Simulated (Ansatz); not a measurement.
# TiAl6Ni5: the cost of one run

Method: DFT PBE, scalar-relativistic, plane waves, PAW, in Ansatz 0.2.0.

## (1) The starting structure

Symmetry: P4/mmm, No. 123, tetragonal system. The conventional cell has a = 4.081 Å, b = 4.081 Å, c = 9.252 Å, α = 90.00°, β = 90.00°, γ = 90.00°. Ti (site symmetry 4/mmm) has 8 Al at 2.67 Å and 4 Ni at 2.89 Å in its first shell of neighbours. Al (site symmetry mmm) has 8 Ni at 2.48 to 2.52 Å in its first shell of neighbours. Al (site symmetry 2mm) has 6 Ni at 2.48 to 2.67 Å and 2 Ti at 2.67 Å in its first shell of neighbours. Around Ni (site symmetry 4mm) lie 8 Al at 2.48 to 2.52 Å. Around Ni (site symmetry 4mm) lie 8 Al at 2.48 to 2.52 Å and 5 Ni at 2.83 to 2.89 Å. Ni (site symmetry 4/mmm) is surrounded by 8 Al at 2.67 Å and 4 Ti at 2.89 Å.

Coordinates:

```xyz
12
Lattice="4.0812 0.0000 0.0000 0.0000 4.0812 0.0000 0.0000 0.0000 9.2517" Properties=species:S:1:pos:R:3 pbc="T T T"
Ti    2.0406    2.0406    4.6258
Al    0.0000    2.0406    0.0000
Al    2.0406    0.0000    0.0000
Al    0.0000    2.0406    2.9023
Al    2.0406    0.0000    2.9023
Al    0.0000    2.0406    6.3493
Al    2.0406    0.0000    6.3493
Ni    2.0406    2.0406    1.4856
Ni    0.0000    0.0000    1.4158
Ni    0.0000    0.0000    4.6258
Ni    2.0406    2.0406    7.7661
Ni    0.0000    0.0000    7.8359
```

It is the end of an earlier relaxation with the same method, from a generated guess; it is a trial structure. At a tolerance of 0.05 Å it has space group P4/mmm (No. 123); it has 12.84 Å³/atom, an uncorrected energy of -0.56 eV/atom over the elements.

## (2) Bands, states and charges

input.yaml

```yaml
crystal:
  lattice:
    - [4.081215672, 0.0, 0.0]
    - [0.0, 4.081215672, 0.0]
    - [0.0, 0.0, 9.251650067]
  atoms:
    - { symbol: Ti, position: [0.5, 0.5, 0.5] }
    - { symbol: Al, position: [0.0, 0.5, 0.0] }
    - { symbol: Al, position: [0.5, 0.0, 0.0] }
    - { symbol: Al, position: [0.0, 0.5, 0.3137106645] }
    - { symbol: Al, position: [0.5, 0.0, 0.3137106645] }
    - { symbol: Al, position: [0.0, 0.5, 0.6862893355] }
    - { symbol: Al, position: [0.5, 0.0, 0.6862893355] }
    - { symbol: Ni, position: [0.5, 0.5, 0.1605723883] }
    - { symbol: Ni, position: [0.0, 0.0, 0.1530284283] }
    - { symbol: Ni, position: [0.0, 0.0, 0.5] }
    - { symbol: Ni, position: [0.5, 0.5, 0.8394276117] }
    - { symbol: Ni, position: [0.0, 0.0, 0.8469715717] }
basis:
  ecutwfc: 420
kpoints:
  mp_grid: { grid: [10, 10, 4] }
  band_path:
    path:
      - [[0.0, 0.0, 0.0], [0.0, 0.5, 0.0], [0.5, 0.5, 0.0], [0.0, 0.0, 0.0], [0.0, 0.0, 0.5], [0.0, 0.5, 0.5], [0.5, 0.5, 0.5], [0.0, 0.0, 0.5]]
      - [[0.0, 0.5, 0.0], [0.0, 0.5, 0.5]]
      - [[0.5, 0.5, 0.0], [0.5, 0.5, 0.5]]
    npoints: 10
hamiltonian:
  xc: pbe
scf:
  occupations: { method: gaussian, width: 0.1 }
  n_extra_bands: 30
output:
  forces: true
  stress: true
  eigenvalues: true
  populations: true
  dos: { projected: true, de: 0.02, nscf_kmesh: { grid: [12, 12, 5] } }
  bader: false
  write_density: true
  write_potential: true
  elf: true
  volumetric_format: npy
```

Started as:

```
$ ansatz run input.yaml --threads 4 --pin off --max-ram 8192MiB --backend cpu --events-out ev --progress --plain --runs-dir out
```

**Question.** How long does this run take on 4 threads of Intel Xeon at 2.50GHz (Skylake/Cascade Lake), shared host, and how much memory does it need?

About 1.7 min, with a peak of 1.3 GiB.
